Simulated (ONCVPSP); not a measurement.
# An ONCV potential for Pm, from input to tests

Task: generate the file, and judge it by its errors in other configurations, its logarithmic derivatives, its ghosts and its cutoff.

The numbers are computed with ONCVPSP 4.0.1 (LDA (Perdew-Zunger), scalar-relativistic, spin-unpolarised reference atom).

### Step 1. The atom and the settings

Typed settings, in words:

```json
{
 "element": "promethium (Pm, Z = 61)",
 "type": "optimised norm-conserving Vanderbilt (ONCV)",
 "frozen core": "[Kr] 4d10",
 "valence charge": "15",
 "reference configuration": "4f5 5s2 5p6 6s1 6p1",
 "partial waves": "5s+6s: rc 2.30 bohr, ncon 3, nbas 8, qcut 6.7 1/bohr, 2 projectors; 5p+6p: rc 2.90 bohr, ncon 4, nbas 7, qcut 5.6 1/bohr, 2 projectors; d scattering state at 0.03 Ha: rc 3.00 bohr, ncon 4, nbas 8, qcut 3 1/bohr, 2 projectors, debl 2.1 Ha; 4f: rc 1.15 bohr, ncon 3, nbas 8, qcut 14.1 1/bohr, local",
 "local potential": "the f channel",
 "core correction": "polynomial model core, fcfact 0.65"
}
```

### Step 2. Generating the potential

Pm.dat reads:

```
# ATOM AND REFERENCE CONFIGURATION
# atsym  z   nc   nv     iexc    psfile
  Pm 61.00    9    5        3      upf
#
#   n    l    f
    1    0    2.00
    2    0    2.00
    2    1    6.00
    3    0    2.00
    3    1    6.00
    3    2   10.00
    4    0    2.00
    4    1    6.00
    4    2   10.00
    4    3    5.00
    5    0    2.00
    5    1    6.00
    6    0    1.00
    6    1    1.00
#
# PSEUDOPOTENTIAL AND OPTIMIZATION
# lmax
    3
#
#   l,   rc,      ep,       ncon, nbas, qcut
    0    2.30    0.00    3    8    6.70
    1    2.90    0.00    4    7    5.60
    2    3.00    0.03    4    8    3.00
    3    1.15    0.00    3    8   14.10
#
# LOCAL POTENTIAL
# lloc, lpopt,  rc(5),   dvloc0
    3    5    1.15    0.00
#
# VANDERBILT-KLEINMAN-BYLANDER PROJECTORs
# l, nproj, debl
    0    2    3.00
    1    2    1.60
    2    2    2.10
    3    0    0.90
#
# MODEL CORE CHARGE
# icmod, fcfact, rcfact
    1    0.65    0.00
#
# LOG DERIVATIVE ANALYSIS
# epsh1, epsh2, depsh
   -3.00    5.00    0.02
#
# OUTPUT GRID
# rlmax, drl
    6.00    0.01
#
# TEST CONFIGURATIONS
# ncnf
    4
# nvcnf
#   n    l    f
    5
    4    3    5.00
    5    0    2.00
    5    1    6.00
    6    0    2.00
    6    1    0.00
#
    5
    4    3    5.00
    5    0    2.00
    5    1    6.00
    6    0    1.00
    6    1    0.00
#
    5
    4    3    5.00
    5    0    2.00
    5    1    6.00
    6    0    0.00
    6    1    0.00
#
    5
    4    3    5.00
    5    0    2.00
    5    1    6.00
    6    0    1.50
    6    1    0.00
#
```

Started as:

```
$ oncvpsp.x < Pm.dat > Pm.out
```

**Question.** What will these runs give? Wanted: cutoffs for 1 and 0.1 mHa per electron, occupied waves; bound ghosts; GHOST(+) flags; largest phase difference near zero energy, channels read; rms error of d²Exc/dn², without and with the model core; projector energies reset by the program.

As calculated:

| quantity | value |
| --- | --- |
| cutoffs for 1 and 0.1 mHa per electron, occupied waves | 84 Ha and 94 Ha |
| bound ghosts | s at -500.12 eV, p at -170.18 eV, d at -85.69 eV |
| GHOST(+) flags | none at low energy |
| largest phase difference near zero energy, channels read | 0.006 rad |
| rms error of d²Exc/dn², without and with the model core | 6.95 and 1.09 mHa |
| projector energies reset by the program | d: -0.107, 1.993 Ha |

It has a bound ghost (s, p, d), a state that the atom doesn't have, and that rules the file out. The potential is very hard: the looser tolerance needs 84 Ha. At the looser tolerance the 4f wave is the slowest; 5s needs 13 Ha. Near zero energy the phases of the channels with partial waves agree within 0.006 rad. All of this concerns the isolated atom, not yet a solid.
